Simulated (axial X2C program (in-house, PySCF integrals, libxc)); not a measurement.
**SbH: properties at the nuclei**

Wanted for SbH: properties at the nuclei, at the two-component level.

The runs use an in-house X2C program for linear molecules on PySCF integrals; two-component X2C with atomic mean-field terms, Sb dyall-acv3z, H dyall-av3z.

All values are calculated.

### 1 Input

File task.json:

```json
{
 "zs": [
  51,
  1
 ],
 "q": 0,
 "bas": [
  "dyall-acv3z",
  "dyall-av3z"
 ],
 "r0": 1.72,
 "levels": [
  "PBE0",
  "HF",
  "B3LYP"
 ],
 "nst": 1,
 "ff": 1,
 "thr": -3.5,
 "nmax": 130,
 "opt": {
  "ecut": 60
 }
}
```

Keys: zs atomic numbers; q charge; bas basis sets; r0 starting distance in Å; levels methods (HF also brings MP2); nst determinants followed; ff finite-field run; thr threshold in hartree for freezing inner shells (an s shell follows its p shell); nmax most natural virtual spinors; ecut virtual cutoff in hartree.

On the command line:

```
$ python soeom.py task.json out
```

After this run come: Expectation values, lowest determinant; Finite-field coupled cluster.

What does the calculation give? Wanted: lowest determinant; Eeff magnitude; Ws magnitude Sb; A∥/gI Sb; qzz Sb (for each run or level that gives them).

**Answer**, as computed:

| quantity | value |
| --- | --- |
| lowest determinant | Ω = 1 (excess of +ω over −ω: ω = -1/2, ω = 3/2) |
| Eeff magnitude (GV/cm), PBE0 | 0.214 |
| Ws magnitude Sb (kHz), PBE0 | 0.0776 |
| A∥/gI Sb (MHz), PBE0 | -973 |
| qzz Sb (a.u.), PBE0 | -1.88 |
| Eeff magnitude (GV/cm), CCSD(T) | 0.244 |
| Ws magnitude Sb (kHz), CCSD(T) | 0.19 |
| A∥/gI Sb (MHz), CCSD(T) | -722 |
| qzz Sb (a.u.), CCSD(T) | -1.67 |

What this shows: In the first state, the effective field runs from 0.214 to 2.39 GV/cm over the mean-field levels, so the levels don't agree on it. The expectation values come from single determinants, which for open shells can mix terms of unlike spin or miss the lowest Ω, so a determinant need not be a state. Eeff is the effective electric field on the electron dipole moment in this Ω state and Ws the scalar–pseudoscalar constant (defined with the proton number Z and per Ω); A∥ is the parallel hyperfine constant, which follows by multiplying with the nuclear g factor gI = μI/(I μN); qzz is the electric field gradient, eQq0 = 234.96 MHz × Q/barn × qzz; μ is positive if H is the positive end. The operators were transformed with the bare-nucleus X2C matrices. Correlation of the inner shells is missing, which matters for properties at the nucleus.
